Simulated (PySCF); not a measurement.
# PtH₆: relaxation and vibrations of the singlet

The task is one start of a wider search on PtH₆: the singlet, from a octahedral start. It is relaxed, tested by its Hessian and followed downhill if it is a saddle.

Method: PBE0, basis Pt def2-TZVP with ECP60, H def2-TZVP, scalar-relativistic core potentials, no spin–orbit coupling, density fitting; program: PySCF 2.14.0.

## (1) Starting geometry

7 atoms, charge 0, spin multiplicity 1.

Bond lengths: Pt1–H2 1.550 Å, Pt1–H3 1.550 Å, Pt1–H4 1.550 Å, Pt1–H5 1.550 Å, Pt1–H6 1.550 Å, Pt1–H7 1.550 Å. Angles: H2–Pt1–H3 180.0°, H2–Pt1–H4 90.0°, H2–Pt1–H5 90.0°, H2–Pt1–H6 90.0°, H2–Pt1–H7 90.0°, H3–Pt1–H4 90.0°, H3–Pt1–H5 90.0°, H3–Pt1–H6 90.0°, H3–Pt1–H7 90.0°, H4–Pt1–H5 90.0°, H4–Pt1–H6 180.0°, H4–Pt1–H7 90.0°, H5–Pt1–H6 90.0°, H5–Pt1–H7 180.0°, H6–Pt1–H7 90.0°.

```xyz
7
charge 0 multiplicity 1
Pt    0.0000    0.0000    0.0000
H     0.0000    0.0000    1.5500
H     0.0000    0.0000   -1.5500
H     1.5500    0.0000    0.0000
H     0.0000    1.5500    0.0000
H    -1.5500    0.0000    0.0000
H     0.0000   -1.5500    0.0000
```

## (2) Relaxation: octahedral start, singlet

One driver script runs all steps and calls PySCF; scf.py shows how it sets up the SCF of each step. The optimiser is the driver's own. Before each start the driver seeks the lowest SCF state from one or more starting densities and follows internal instabilities, so scf.py alone need not reach the same state.

The program finds Oh symmetry in the start, which this walk keeps. The walk stops when the largest gradient is under 0.0003 Eh/bohr and the energy has settled too.

File scf.py:

```python
from pyscf import gto, scf, dft
mol = gto.M(atom='''
Pt     0.000000     0.000000    -0.000000
H      0.000000     0.000000     1.550000
H     -0.000000    -0.000000    -1.550000
H      1.550000    -0.000000    -0.000000
H      0.000000     1.550000    -0.000000
H     -1.550000     0.000000     0.000000
H     -0.000000    -1.550000     0.000000''',
    basis={'Pt': 'def2-TZVP', 'H': 'def2-TZVP'},
    ecp={'Pt': 'def2-TZVP'},
    charge=0, spin=0)
mf = dft.RKS(mol, xc='PBE0')
mf.grids.atom_grid = (50, 194)
aux = {'Pt': 'def2-universal-JKFIT', 'H': 'def2-universal-JKFIT'}
mf = mf.density_fit(auxbasis=aux)
mf.kernel()
```

The runs that follow: Relaxing without the symmetry constraint; Is it a minimum? Harmonic modes; Leaving the saddle point; Is it a minimum? Harmonic modes.

Q: Predict the outcome of this session. Wanted: minimum; geometry; wavenumbers; dipole moment; highest occupied, lowest empty level; polar-tensor charge of Pt1; zero-point energy; atomisation energy.

The runs gave:

```
                                 quantity                                                                                                                                                                        value
                                  minimum                                                                                                                                                                 singlet, C2h
                                 geometry  H–H 0.938 Å (×2), Pt–H 1.636 Å (×2), Pt–H 1.662 Å (×4); H–H–Pt 73.6° (×4), H–Pt–H 32.8° (×2), H–Pt–H 73.6° (×4), H–Pt–H 106.4° (×4), H–Pt–H 147.2° (×2), H–Pt–H 180.0° (×3)
                       wavenumbers (cm⁻¹)                  150 (au), 443 (bu), 465 (ag), 563 (au), 628 (bg), 684 (bu), 776 (au), 873 (bu), 1461 (ag), 1874 (bu), 2052 (bu), 2132 (ag), 2193 (ag), 2411 (ag), 2440 (bu)
                            dipole moment                                                                                                                                                                       0.00 D
     highest occupied, lowest empty level                                                                                                                                                              -7.65, -0.56 eV
               polar-tensor charge of Pt1                                                                                                                                                                      -0.54 e
                        zero-point energy                                                                                                                                                                 114.5 kJ/mol
                      entropy at 298.15 K                                                                                                                                                              271.4 J/(mol K)
atomisation energy (no zero-point energy)                                                                                                                                                                  1623 kJ/mol
```

From Oh at the start the molecule goes to a C2h minimum, after a stop at a higher-order saddle point 45.6 kJ/mol higher, from which it was pushed off along an imaginary mode. In the infrared the band at 1874 cm⁻¹ (bu) leads. Pt1 has a polar-tensor charge of -0.5 e (a dipole derivative, not a static charge), yet symmetry cancels the bond dipoles. Other starts or spin states, not run here, may lie lower. Spin–orbit coupling, left out here, can matter for elements this heavy.
